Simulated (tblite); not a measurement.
# C5H11BF2Si: the cost of one run

The runs use tblite 0.8.0 and PySCF 2.14.0, with density-fitted response routines of our own; the level of theory stands in each step. All values are computed, except where a source is named. Atoms count from 0, in the outputs and in this text.

## 1. The molecule as given

20 atoms, charge 0, multiplicity 1; geometry from: force field or distance geometry start.

Bonds of the start (Å): C0–C1 1.34, C1–C2 1.49, C2–Si3 1.87, Si3–F4 1.67, Si3–F5 1.69, Si3–C6 1.86, C6–B7 1.59, B7–C8 1.59, C0–H9 1.09, C0–H10 1.07, C1–H11 1.09, C2–H12 1.11, C2–H13 1.09, C6–H14 1.10, C6–H15 1.10, B7–H16 1.19, C8–H17 1.09, C8–H18 1.13, C8–H19 1.11.

## 2. Relaxing the molecule with GFN2-xTB

Job settings and geometry (Å):

```
{"job": {"kind": "relax", "xc": "GFN2-xTB", "basis": "xTB"}, "charge": 0, "multiplicity": 1}
C      3.977200     0.511600    -0.614700
C      2.770200     0.656500    -0.052400
C      1.867000    -0.498000     0.216700
Si     0.283100    -0.161000    -0.724800
F      0.559100     1.175400    -1.695000
F     -0.106400    -1.497200    -1.677800
C     -1.143100     0.269100     0.392400
B     -2.379700    -0.604100    -0.108700
C     -3.855500    -0.022600     0.028600
H      4.331900    -0.474800    -0.923500
H      4.597600     1.366800    -0.782400
H      2.409300     1.635700     0.270400
H      2.321700    -1.399600    -0.232600
H      1.696000    -0.674800     1.282900
H     -0.984700     0.002600     1.452900
H     -1.471400     1.313400     0.349600
H     -2.265700    -1.765900     0.099900
H     -4.003500     0.908300    -0.515900
H     -4.052500     0.076500     1.131900
H     -4.555800    -0.807300    -0.310300
```

Run with:

```console
$ OMP_NUM_THREADS=1 python probes_run.py task.json out
```

One launch serves the whole session: the jobs run in the order shown.

Q: Estimate the wall time and peak memory of this first job on 1 thread of Arm Neoverse N1, shared host.

About 3.4 s, with a peak of 0.18 GiB.
